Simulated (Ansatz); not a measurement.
# HF/def2-SVPD run of BH2O2F (SMILES OB(O)F)

What is the vertical ionisation energy of BH2O2F at HF/def2-SVPD? 

The calculation is run with Ansatz 0.2.0.

57 further runs of the same task are left out: 57 set aside as unsound or not needed.

## Step 1: The molecule

BH2O2F has 6 atoms, charge 0, and is taken as a singlet. SMILES: `OB(O)F`. Geometry: relaxed at PBE0-D4/def2-TZVP. This is one conformer, not always the lowest.

Bond lengths: O1–B2 1.360 Å, B2–O3 1.352 Å, B2–F4 1.333 Å, O1–H5 0.960 Å, O3–H6 0.960 Å. Angles: O1–B2–O3 121.6°, O1–B2–F4 120.5°, O3–B2–F4 117.9°, B2–O1–H5 113.1°, B2–O3–H6 112.5°.

## Step 2: A single-point energy at HF/def2-SVPD

Input file in.yaml:

```yaml
crystal:
  periodic: [false, false, false]
  atoms:
    - {symbol: O, position_ang: [-0.477500, 0.971000, -0.208400]}
    - {symbol: B, position_ang: [-0.023800, -0.307500, -0.106500]}
    - {symbol: O, position_ang: [0.989400, -0.635200, 0.726100]}
    - {symbol: F, position_ang: [-0.573100, -1.280600, -0.833200]}
    - {symbol: H, position_ang: [-1.198900, 1.066100, -0.834300]}
    - {symbol: H, position_ang: [1.326000, 0.122200, 1.210000]}
basis:
  gaussian:
    orbitals: def2-SVPD
accuracy: high
output:
  orbitals: {seedname: orbitals}
hamiltonian:
  xc: hf
```

On the command line:

```console
$ ansatz run in.yaml --threads 1 --pin off --max-ram 3480MiB --events-out events.jsonl --progress --plain --runs-dir runs
```

Standard output:

```text
Warning: RAYON_NUM_THREADS=1 ignored (pool sized by the plan → 1); use --threads N
Functional definition: HF
  name "HF"
  exchange = exact_x
  correlation = 0
2074 factors; integrals over basis functions are off by at most 3.5e-9 eV
mean field evaluation 1: about -7479.6488 eV, gradient 4.5e1 eV
mean field evaluation 2: about -7479.6515 eV, gradient 4.5e1 eV
mean field evaluation 4: about -7483.1424 eV, gradient 2.6e0 eV
mean field evaluation 8: about -7483.1629 eV, gradient 7.8e-5 eV
mean field -7483.16290595 eV, -275.0011645237 hartree, gradient 2.0e-8 eV, S^2 0.000000; 0 other end points of the search recorded, 0 dependent functions left out
reference -7483.16290595 eV, -275.0011645237 hartree; 16, 16 occupied and 89, 89 virtual orbitals, 2074 factors
Total energy: -7483.16290595 eV, -275.0011645237 hartree
```

Wall time 5.7 s (1 thread of Arm Neoverse N1, shared host); peak memory 0.28 GiB.

## Step 3: The doublet cation

Input file molecule.yaml:

```yaml
crystal:
  periodic: [false, false, false]
  atoms:
    - {symbol: O, position_ang: [-0.477500, 0.971000, -0.208400]}
    - {symbol: B, position_ang: [-0.023800, -0.307500, -0.106500]}
    - {symbol: O, position_ang: [0.989400, -0.635200, 0.726100]}
    - {symbol: F, position_ang: [-0.573100, -1.280600, -0.833200]}
    - {symbol: H, position_ang: [-1.198900, 1.066100, -0.834300]}
    - {symbol: H, position_ang: [1.326000, 0.122200, 1.210000]}
basis:
  gaussian: {orbitals: def2-SVPD}
total_charge: 1
magnetization: {spin_polarized: true, initial_magnetization: 1}
hamiltonian: {xc: hf}
accuracy: high
output: {orbitals: {seedname: orbitals}}
```

On the command line:

```console
$ ansatz run molecule.yaml --threads 1 --pin off --max-ram 3480MiB --events-out events.jsonl --progress --plain --runs-dir runs
```

Standard output:

```text
Warning: RAYON_NUM_THREADS=1 ignored (pool sized by the plan → 1); use --threads N
Functional definition: HF
  name "HF"
  exchange = exact_x
  correlation = 0
2074 factors; integrals over basis functions are off by at most 3.5e-9 eV
mean field evaluation 1: about -7465.6483 eV, gradient 3.7e1 eV
mean field evaluation 2: about -7465.7075 eV, gradient 3.7e1 eV
mean field evaluation 4: about -7470.7757 eV, gradient 3.2e0 eV
mean field evaluation 8: about -7470.9491 eV, gradient 6.6e-1 eV
mean field evaluation 16: about -7471.2417 eV, gradient 6.9e-4 eV
mean field evaluation 32: about -7470.9682 eV, gradient 1.0e0 eV
mean field evaluation 64: about -7470.1446 eV, gradient 2.2e-1 eV
mean field evaluation 96: about -7468.6380 eV, gradient 2.0e0 eV
mean field evaluation 128: about -7470.9228 eV, gradient 5.4e-6 eV
mean field -7471.24173704 eV, -274.5630696467 hartree, gradient 1.7e-8 eV, S^2 0.762712; 4 other end points of the search recorded, 0 dependent functions left out
reference -7471.24173704 eV, -274.5630696467 hartree; 16, 15 occupied and 89, 90 virtual orbitals, 2074 factors
Total energy: -7471.24173704 eV, -274.5630696467 hartree
```

Wall time 20 s (1 thread of Arm Neoverse N1, shared host); peak memory 0.33 GiB.

## Step 4: Summary of results

At HF/def2-SVPD:

| quantity | value |
| --- | --- |
| singlet BH2O2F: total energy | -275.00116 Eh |
| singlet BH2O2F: HOMO energy | -14.37 eV |
| singlet BH2O2F: LUMO energy | 1.50 eV |
| singlet BH2O2F: HOMO–LUMO gap | 15.87 eV |
| doublet cation: total energy | -274.56307 Eh |
| doublet cation: HOMO energy (highest over α and β) | -21.00 eV |
| doublet cation: LUMO energy (lowest over α and β) | -9.81 eV |
| doublet cation: ⟨S²⟩ | 0.763 |
| vertical ionisation energy (to the doublet cation) | 11.921 eV |

What this shows: Removing an electron at fixed nuclei costs 11.92 eV (275 kcal/mol). The negative HOMO energy of the first species, 14.37 eV, lies 2.44 eV above that difference.
